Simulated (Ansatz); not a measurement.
# AlAsH4O (SMILES [AlH2][O][AsH2]): functionals against CCSD(T) at one geometry

How do the functionals fare away from a minimum? The structure is a structure displaced at random from a GFN2-xTB minimum.

Method: single points in def2-TZVPP; program: Ansatz 0.2.0, Gaussian basis.

Cores are frozen in the correlated methods. Filled d shells of the heavier atoms are correlated.

## 1. The system as given

SMILES `[AlH2][O][AsH2]`, 7 atoms, charge 0, spin multiplicity 1.

Atoms are counted from 1 here; the program's logs count them from 0.

Bond lengths: Al1–O2 1.748 Å, Al1–H4 1.649 Å, Al1–H5 1.709 Å, O2–As3 1.910 Å, As3–H6 1.511 Å, As3–H7 1.600 Å. Angles: O2–Al1–H4 118.9°, O2–Al1–H5 119.5°, H4–Al1–H5 121.6°, Al1–O2–As3 175.0°, O2–As3–H6 101.0°, O2–As3–H7 98.8°, H6–As3–H7 91.7°.

Geometry (Å):

```tsv
atom	x (Å)	y (Å)	z (Å)
Al1	-1.4679	0.4639	-0.6664
O2	0.1923	0.0503	-0.3096
As3	1.9555	-0.4477	0.2317
H4	-2.2629	-0.3763	-1.8415
H5	-2.2310	1.7158	0.2115
H6	2.1028	0.3547	1.5038
H7	1.5957	-1.7730	1.0524
```

## 2. CCSD(T)/def2-TZVPP

run/in.yaml

```yaml
crystal:
  periodic: [false, false, false]
  atoms:
    - {symbol: Al, position_ang: [-1.467900, 0.463900, -0.666400]}
    - {symbol: O, position_ang: [0.192300, 0.050300, -0.309600]}
    - {symbol: As, position_ang: [1.955500, -0.447700, 0.231700]}
    - {symbol: H, position_ang: [-2.262900, -0.376300, -1.841500]}
    - {symbol: H, position_ang: [-2.231000, 1.715800, 0.211500]}
    - {symbol: H, position_ang: [2.102800, 0.354700, 1.503800]}
    - {symbol: H, position_ang: [1.595700, -1.773000, 1.052400]}
basis:
  gaussian: {orbitals: def2-TZVPP}
correlation: {method: ccsd_t}
output: {forces: true}
```

The command line of these runs was not kept.

## 3. PBE0-D4/def2-TZVPP

run/in.yaml: that of step 2 with these lines changed.

```diff
@@ -12,3 +12,3 @@
   gaussian: {orbitals: def2-TZVPP}
-correlation: {method: ccsd_t}
-output: {forces: true}
+hamiltonian: {xc: pbe0, dispersion: d4}
+output: {forces: true, orbitals: {seedname: orbitals}}
```

## 4. wB97M-V/def2-TZVPP

run/in.yaml: that of step 3 with these lines changed.

```diff
@@ -12,3 +12,3 @@
   gaussian: {orbitals: def2-TZVPP}
-hamiltonian: {xc: pbe0, dispersion: d4}
-output: {forces: true, orbitals: {seedname: orbitals}}
+hamiltonian: {xc: {name: wB97M-V}}
+output: {forces: true}
```

## 5. r2SCAN-D4/def2-TZVPP

run/in.yaml: that of step 4 with these lines changed.

```diff
@@ -12,3 +12,3 @@
   gaussian: {orbitals: def2-TZVPP}
-hamiltonian: {xc: {name: wB97M-V}}
+hamiltonian: {xc: r2scan, dispersion: d4}
 output: {forces: true}
```

## 6. PBE-D4/def2-TZVPP

run/in.yaml: that of step 5 with these lines changed.

```diff
@@ -12,3 +12,3 @@
   gaussian: {orbitals: def2-TZVPP}
-hamiltonian: {xc: r2scan, dispersion: d4}
+hamiltonian: {xc: pbe, dispersion: d4}
 output: {forces: true}
```

## 7. HSE06-D4/def2-TZVPP

run/in.yaml: that of step 6 with these lines changed.

```diff
@@ -12,3 +12,3 @@
   gaussian: {orbitals: def2-TZVPP}
-hamiltonian: {xc: pbe, dispersion: d4}
+hamiltonian: {xc: hse06, dispersion: d4}
 output: {forces: true}
```

## 8. B97M-V/def2-TZVPP

run/in.yaml: that of step 7 with these lines changed.

```diff
@@ -12,3 +12,3 @@
   gaussian: {orbitals: def2-TZVPP}
-hamiltonian: {xc: hse06, dispersion: d4}
+hamiltonian: {xc: {name: B97M-V}}
 output: {forces: true}
```

(Steps that only read results are left out.)

**Question.** What will these runs give? Wanted: energy less free atoms, CCSD(T)/def2-TZVPP; RMS force component; RMS force error; HOMO and LUMO, PBE0-D4; T1 diagnostic.

The runs gave:

| quantity | value |
| --- | --- |
| energy less free atoms, CCSD(T)/def2-TZVPP | -440.7 kcal/mol |
| RMS force component | 0.644 to 0.770 eV/Å over the methods |
| RMS force error | PBE0-D4 0.068, wB97M-V 0.044, r2SCAN-D4 0.082, PBE-D4 0.223, HSE06-D4 0.070, B97M-V 0.114 eV/Å |
| HOMO and LUMO, PBE0-D4 | -7.38 and -1.26 eV |
| T1 diagnostic | 0.014 |

In words: Against CCSD(T) the functionals' energies less atoms differ by -21.9 to -0.9 kcal/mol, PBE-D4 by -14.7 kcal/mol. The reference is not at the basis limit: in triple zeta CCSD(T) underbinds, which counts against methods that bind more; the gaps are no ranking. The forces of wB97M-V come nearest to CCSD(T), those of PBE-D4 are farthest. Frozen-core CCSD(T) forces in triple zeta carry basis errors of their own, and this is one geometry, so small gaps rank nothing.
